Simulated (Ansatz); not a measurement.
# Rb (bcc): from the first guess to the electronic structure

Task: find the zero-pressure cell of Rb (bcc) and describe its electrons. The run doesn't test whether this is the element's stable form.

Method: DFT PBE, scalar-relativistic, plane waves, PAW, in Ansatz 0.2.0.

## Step 1: The system as given

It takes space group Im-3m (No. 229, cubic). The conventional cell has a = 5.590 Å, b = 5.590 Å, c = 5.590 Å, α = 90.00°, β = 90.00°, γ = 90.00°.

Coordinates:

```
CELL_PARAMETERS angstrom
-2.79500 2.79500 2.79500
2.79500 -2.79500 2.79500
2.79500 2.79500 -2.79500
ATOMIC_POSITIONS crystal
Rb 0.00000 0.00000 0.00000
```

## Step 2: The first run

input.yaml

```yaml
crystal:
  lattice:
    - [-2.795, 2.795, 2.795]
    - [2.795, -2.795, 2.795]
    - [2.795, 2.795, -2.795]
  atoms:
    - { symbol: Rb, position: [0.0, 0.0, 0.0] }
basis:
  ecutwfc: 420
  ecutrho_ratio: 4
kpoints:
  mp_grid: { grid: [10, 10, 10] }
hamiltonian:
  xc: pbe
scf:
  occupations: { method: gaussian, width: 0.05 }
output:
  forces: true
  stress: true
  eigenvalues: true
```

Further steps of the session: The electronic structure.

**Question.** What will these runs give? Wanted: space group; conventional cell; volume; pressure; gap; states at the Fermi level.

The runs gave:

| quantity | value |
| --- | --- |
| space group | Im-3m (No. 229) |
| conventional cell | a = 5.590 Å, b = 5.590 Å, c = 5.590 Å, α = 90.00°, β = 90.00°, γ = 90.00° |
| volume | 87.338 Å³/atom |
| pressure | 0.13 GPa |
| gap | none (metal) |
| states at the Fermi level | 0.91 per eV per cell |

In words: The one run shown holds the cell at 87.34 Å³/atom, where the pressure is zero within 0.13 GPa. It comes out metallic.
